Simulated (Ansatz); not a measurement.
Relaxation of a periodic cell of 17 atoms, LiSi16 (host Si, host structure diamond, interstitial Li), cell charge +1, to a largest force component of 0.03 eV/Å in at most 60 steps.

Level of theory: DFT PBE, scalar-relativistic, plane waves, PAW in Ansatz 0.2.0. Settings: PAW set soft_1, cutoff 420 eV, k mesh 2x2x2, fermi-dirac smearing 0.05 eV, no spin polarisation.

```xyz
17
Lattice="0.0000 5.4300 5.4300 5.4300 0.0000 5.4300 5.4300 5.4300 0.0000" Properties=species:S:1:pos:R:3:forces:R:3
Si 0.000 0.000 0.000 0.02 0.02 -0.01
Si 1.357 1.357 1.357 -0.47 -0.46 -0.41
Si 2.715 2.715 0.000 -0.03 -0.03 -0.39
Si 4.072 4.072 1.357 0.73 0.74 -0.75
Si 2.715 0.000 2.715 0.00 -0.30 -0.01
Si 4.072 1.357 4.072 0.45 -0.52 0.51
Si 5.430 2.715 2.715 0.41 -0.02 0.02
Si 6.787 4.072 4.072 -0.15 0.18 0.15
Si 0.000 2.715 2.715 -0.30 0.00 -0.01
Si 1.357 4.072 4.072 -0.50 0.43 0.49
Si 2.715 5.430 2.715 -0.02 0.40 0.03
Si 4.072 6.787 4.072 0.18 -0.15 0.15
Si 2.715 2.715 5.430 0.01 0.01 0.32
Si 4.072 4.072 6.787 0.14 0.14 -0.14
Si 5.430 5.430 5.430 -0.01 -0.01 0.01
Si 6.787 6.787 6.787 -0.15 -0.15 -0.18
Li 2.776 2.769 2.676 -0.31 -0.28 0.22
```

Where does it end, and by what steps?

The forces met the threshold. Limits of this set-up: a small cell, in which the defect meets its images, charged cell in a uniform background, uncorrected. After 3 steps the energy has fallen by 0.131 eV; Li17 moved furthest, 0.08 Å.

```tsv
step	energy less start (eV)	largest force component (eV/Å)	accepted
0	0.0000	0.747	yes
1	-0.1213	0.153	yes
2	-0.1298	0.039	yes
3	-0.1307	0.001	yes
```

```xyz
17
Lattice="0.0000 5.4300 5.4300 5.4300 0.0000 5.4300 5.4300 5.4300 0.0000" Properties=species:S:1:pos:R:3
Si 0.004 0.004 -0.003
Si 1.336 1.336 1.331
Si 2.719 2.718 -0.024
Si 4.101 4.101 1.330
Si 2.718 -0.018 2.713
Si 4.101 1.336 4.095
Si 5.455 2.718 2.713
Si 6.782 4.084 4.079
Si -0.018 2.718 2.713
Si 1.336 4.100 4.095
Si 2.719 5.455 2.713
Si 4.085 6.782 4.079
Si 2.718 2.718 5.449
Si 4.085 4.084 6.777
Si 5.433 5.433 5.428
Si 6.782 6.782 6.776
Li 2.719 2.719 2.712
```

Whether the end is a true minimum wasn't checked by a vibrational analysis.

The run took 15 s on 1 thread of Intel(R) Xeon(R) Platinum 8488C (Sapphire Rapids) (shared host), peak memory 0.56 GiB.
